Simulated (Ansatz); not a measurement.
**AlBrCl radical: up Jacob's ladder to CCSD(T)**

How much do the methods differ for AlBrCl radical? The plan is to run it at one geometry with functionals of several rungs and with coupled cluster, and see how far each lands from CCSD(T) at the basis-set limit for the atomisation energy.

Method: functionals in def2-TZVPP, the program's frozen cores in correlated methods; program: Ansatz 0.2.0, Gaussian basis.

The runs, in order: LDA (SPW92), PBE-D4, revPBE-D4, BLYP-D4, r2SCAN-D4, B97M-V, PBE0-D4, B3LYP-D4, r2SCANh-D4, r2SCAN0-D4, HSE06-D4, BHLYP-D4, CAM-B3LYP-D4, LC-ωPBE, ωB97X-V, ωB97M-V, B2PLYP, PBE-QIDH; CCSD(T)/def2-SVP; CCSD(T)/def2-TZVPP; MP2/def2-QZVPP; extrapolation to the limit; RPA on PBE.

**1. The geometry**

All runs share one geometry, relaxed beforehand with PBE0-D4 in a triple-zeta def2 set.

SMILES `[Cl][Al][Br]`, 3 atoms, charge 0, spin multiplicity 2.

Atoms are counted from 1 here; the program's logs count them from 0.

Bond lengths: Cl1–Al2 2.102 Å, Al2–Br3 2.266 Å. Angles: Cl1–Al2–Br3 118.9°.

**2. LDA**

This LDA is Slater exchange with PW92 correlation.

in.yaml

```yaml
crystal:
  periodic: [false, false, false]
  atoms:
    - {symbol: Cl, position_ang: [0.439923, 1.761088, 0.423897]}
    - {symbol: Al, position_ang: [-0.648060, 0.131347, -0.337653]}
    - {symbol: Br, position_ang: [0.197137, -1.957235, -0.099443]}
basis:
  gaussian: {orbitals: def2-TZVPP}
magnetization: {spin_polarized: true, initial_magnetization: 1}
hamiltonian: {xc: lda}
output: {orbitals: {seedname: orbitals}}
```

After this run come: PBE-D4 (GGA); revPBE-D4 (GGA); BLYP-D4 (GGA); r2SCAN-D4 (meta-GGA); B97M-V (meta-GGA); PBE0-D4 (hybrid); B3LYP-D4 (hybrid); r2SCANh-D4 (hybrid); r2SCAN0-D4 (hybrid); HSE06-D4 (hybrid); BHLYP-D4 (hybrid); CAM-B3LYP-D4 (range-separated); LC-ωPBE-D4 (range-separated); ωB97X-V (range-separated); ωB97M-V (range-separated); B2PLYP (double hybrid); PBE-QIDH (double hybrid); CCSD(T) in def2-SVP; CCSD(T) in def2-TZVPP; MP2 in def2-QZVPP; RPA on PBE orbitals.

**Question.** What will the summary of the whole plan be? Wanted: atomisation energy, CCSD(T)/CBS; farthest beyond LDA; mean size of error, GGA; mean size of error, meta-GGA; mean size of error, hybrid; mean size of error, range-separated; mean size of error, double hybrid; gap, smallest and largest; T1 diagnostic.

As calculated:

```
                               quantity                                     value
        atomisation energy, CCSD(T)/CBS                                  7.889 eV
    functionals within 0.079 eV (1.0 %)               PBE0-D4, HSE06-D4, PBE-QIDH
                    farthest beyond LDA                      BHLYP-D4 (-0.399 eV)
                mean size of error, GGA                                  0.187 eV
           mean size of error, meta-GGA                                  0.174 eV
             mean size of error, hybrid                                  0.161 eV
    mean size of error, range-separated                                  0.165 eV
      mean size of error, double hybrid                                  0.158 eV
              gap, smallest and largest  1.11 eV (LDA (SPW92)), 7.95 eV (LC-ωPBE)
                          T1 diagnostic                                    0.0104
triples share of the correlation energy                                     3.8 %
```

In words: LDA overbinds by 1.005 eV (13 %). PBE-D4 is off by +0.092 eV. Double hybrids carry the basis error of their MP2 part in triple zeta, and no dispersion term here, so their miss is partly the set-up's. By mean error the best rung here is double hybrid (0.158 eV) and the worst beyond LDA is GGA (0.187 eV). The gap between the best rungs is small, so their order is not settled. RPA and LDA stand outside this count. The reference freezes the cores and leaves out relativity and excitations past (T), and its outer-core shells are covered unevenly, so misses under about 0.079 eV can't be ranked. All levels share the lack of spin-orbit coupling, which lowers the free heavy atoms and so the true binding. Hartree-Fock recovers 78 % of the binding; the rest is correlation. CCSD(T) in def2-SVP is off by -0.743 eV, worse than the median functional, from the basis alone. The gap grows from 1.1 to 8.0 eV across the functionals, mostly with the share of exact exchange. Correlated methods include outer-core shells of Br, which these sets cover unevenly.
